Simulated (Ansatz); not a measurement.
**HfC: a sublattice displacement scan**

The task, for HfC: map the energy as every C atom is pushed off its site.

Method: DFT PBEsol, scalar-relativistic, plane waves, PAW, in Ansatz 0.2.0.

### Step 1. The system as given

The structure is cubic, space group Fm-3m (No. 225). The conventional cell has a = 4.650 Å, b = 4.650 Å, c = 4.650 Å, α = 90.00°, β = 90.00°, γ = 90.00°. Hf (site symmetry m-3m) is surrounded by 6 C at 2.33 Å. C (site symmetry m-3m) has 6 Hf at 2.33 Å in its first shell of neighbours.

Structure file:

```xyz
2
Lattice="0.0000 2.3250 2.3250 2.3250 0.0000 2.3250 2.3250 2.3250 0.0000" Properties=species:S:1:pos:R:3 pbc="T T T"
Hf    2.3250    2.3250    2.3250
C     0.0000    0.0000    0.0000
```

No relaxation comes first: the listed cell is the starting point.

### Step 2. Zero of energy

Reference values: F = -15846.6935 eV; pressure -6.53 GPa; largest force 0.000 eV/Å; gap on the mesh none (metal). It was computed beforehand with the settings of the runs below.

### Step 3. Setting up a sublattice displacement scan

Every C atom is moved by x along the Cartesian unit vector (0.000, 1.000, 0.000); the cell and all other atoms stay fixed. Forces below are components along that vector, summed over the moved atoms.

### Step 4. At x = -0.300 Å

input.yaml

```yaml
crystal:
  lattice:
    - [0.0, 2.325, 2.325]
    - [2.325, 0.0, 2.325]
    - [2.325, 2.325, 0.0]
  atoms:
    - { symbol: Hf, position: [0.5, 0.5, 0.5] }
    - { symbol: C, position: [-0.064516129, 0.064516129, -0.064516129] }
basis:
  ecutwfc: 420
kpoints:
  mp_grid: { grid: [18, 18, 18] }
hamiltonian:
  xc: pbesol
scf:
  occupations: { method: gaussian, width: 0.15 }
output:
  forces: true
  stress: true
  eigenvalues: true
```

Command:

```
$ ansatz run input.yaml --threads 1 --pin off --max-ram 2560MiB --backend cpu --events-out ev --progress --plain --runs-dir out
```

### Step 5. x = 0.225 Å

Changes to input.yaml since step 4:

```diff
@@ -7,3 +7,3 @@
     - { symbol: Hf, position: [0.5, 0.5, 0.5] }
-    - { symbol: C, position: [-0.064516129, 0.064516129, -0.064516129] }
+    - { symbol: C, position: [0.0483870968, -0.0483870968, 0.0483870968] }
 basis:
```

### Step 6. x = -0.150 Å

Changes to input.yaml since step 5:

```diff
@@ -7,3 +7,3 @@
     - { symbol: Hf, position: [0.5, 0.5, 0.5] }
-    - { symbol: C, position: [0.0483870968, -0.0483870968, 0.0483870968] }
+    - { symbol: C, position: [-0.0322580645, 0.0322580645, -0.0322580645] }
 basis:
```

### Step 7. Point x = 0.075 Å

Changes to input.yaml since step 6:

```diff
@@ -7,3 +7,3 @@
     - { symbol: Hf, position: [0.5, 0.5, 0.5] }
-    - { symbol: C, position: [-0.0322580645, 0.0322580645, -0.0322580645] }
+    - { symbol: C, position: [0.0161290323, -0.0161290323, 0.0161290323] }
 basis:
```

### Step 8. Point x = 0.263 Å

Changes to input.yaml since step 7:

```diff
@@ -7,3 +7,3 @@
     - { symbol: Hf, position: [0.5, 0.5, 0.5] }
-    - { symbol: C, position: [0.0161290323, -0.0161290323, 0.0161290323] }
+    - { symbol: C, position: [0.0564516129, -0.0564516129, 0.0564516129] }
 basis:
```

### Step 9. x = 0.188 Å

Changes to input.yaml since step 8:

```diff
@@ -7,3 +7,3 @@
     - { symbol: Hf, position: [0.5, 0.5, 0.5] }
-    - { symbol: C, position: [0.0564516129, -0.0564516129, 0.0564516129] }
+    - { symbol: C, position: [0.0403225806, -0.0403225806, 0.0403225806] }
 basis:
```

### Step 10. At x = 0.113 Å

Changes to input.yaml since step 9:

```diff
@@ -7,3 +7,3 @@
     - { symbol: Hf, position: [0.5, 0.5, 0.5] }
-    - { symbol: C, position: [0.0403225806, -0.0403225806, 0.0403225806] }
+    - { symbol: C, position: [0.0241935484, -0.0241935484, 0.0241935484] }
 basis:
```

### Step 11. x = 0.037 Å

Changes to input.yaml since step 10:

```diff
@@ -7,3 +7,3 @@
     - { symbol: Hf, position: [0.5, 0.5, 0.5] }
-    - { symbol: C, position: [0.0241935484, -0.0241935484, 0.0241935484] }
+    - { symbol: C, position: [0.0080645161, -0.0080645161, 0.0080645161] }
 basis:
```

(Steps that only read results are left out.)

Before running it: what results should come out?

As calculated:

| quantity | value |
| --- | --- |
| force constant along x, from the points at -0.150, 0 and 0.037 Å | 7.62 eV/Å² |

What this shows: Near the site the force constant is 7.62 eV/Å². The step of 0.15 Å is wide, so anharmonic terms mix in. The undisturbed cell stays the lowest of the sampled points. The runs treat Hf without spin-orbit coupling.
